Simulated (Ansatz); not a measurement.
# Ta: a tetragonal deformation path

The task, for Ta: look for other minima along a tetragonal path.

Program: Ansatz 0.2.0. Level of theory: DFT r2SCAN, scalar-relativistic, plane waves, PAW. These are calculated values, not measurements.

1 further run of the same task is left out (set aside as unsound or not needed). Runs told in other sessions of the task aren't counted.

### 1 The structure to begin with

It takes space group Fm-3m (No. 225, cubic). The conventional cell has a = 4.208 Å, b = 4.208 Å, c = 4.208 Å, α = 90.00°, β = 90.00°, γ = 90.00°. Ta (site symmetry m-3m) has 12 Ta at 2.98 Å in its first shell of neighbours.

As a file:

```
CELL_PARAMETERS angstrom
0.00000 2.10393 2.10393
2.10393 0.00000 2.10393
2.10393 2.10393 0.00000
ATOMIC_POSITIONS crystal
Ta 0.00000 0.00000 0.00000
```

It is the result of an earlier relaxation at this level (volume 18.63 Å³/atom; gap on the mesh: none (metal)).

### 2 Zero of the scan

File input.yaml:

```yaml
crystal:
  lattice:
    - [0.0, 2.1039285555, 2.1039285555]
    - [2.1039285555, 0.0, 2.1039285555]
    - [2.1039285555, 2.1039285555, 0.0]
  atoms:
    - { symbol: Ta, position: [0.0, 0.0, 0.0] }
basis:
  ecutwfc: 500
kpoints:
  mp_grid: { grid: [28, 28, 28] }
hamiltonian:
  xc: r2scan
scf:
  occupations: { method: gaussian, width: 0.15 }
output:
  forces: true
  stress: true
  eigenvalues: true
  write_density: true
  write_potential: true
  elf: true
  volumetric_format: npy
```

Run with:

```bash
ansatz run input.yaml --threads 1 --pin off --max-ram 2560MiB --backend cpu --events-out ev --progress --plain --runs-dir out
```

Further runs follow: point ρ = 0.707; ρ = 1.414; At ρ = 0.850; ρ = 1.200; ρ = 0.780; point ρ = 1.300; point ρ = 0.920; point ρ = 1.100; At ρ = 0.650; point ρ = 1.500; ρ = 0.960; point ρ = 1.050.

Before running it: what results should come out? Wanted: highest point.

**Answer**, as computed:

| quantity | value |
| --- | --- |
| highest point | 283.5 meV/atom at ρ = 1.500 |

In words: The energy drops below the reference, by 232.6 meV/atom at ρ = 0.707. Further dips among the sampled points: ρ = 1.200 (-77.3 meV/atom); whether they survive relaxation was not tested. At ρ = 0.707 the cell takes another symmetry, Im-3m, -232.6 meV/atom from the start at this fixed volume. The runs treat Ta without spin-orbit coupling.
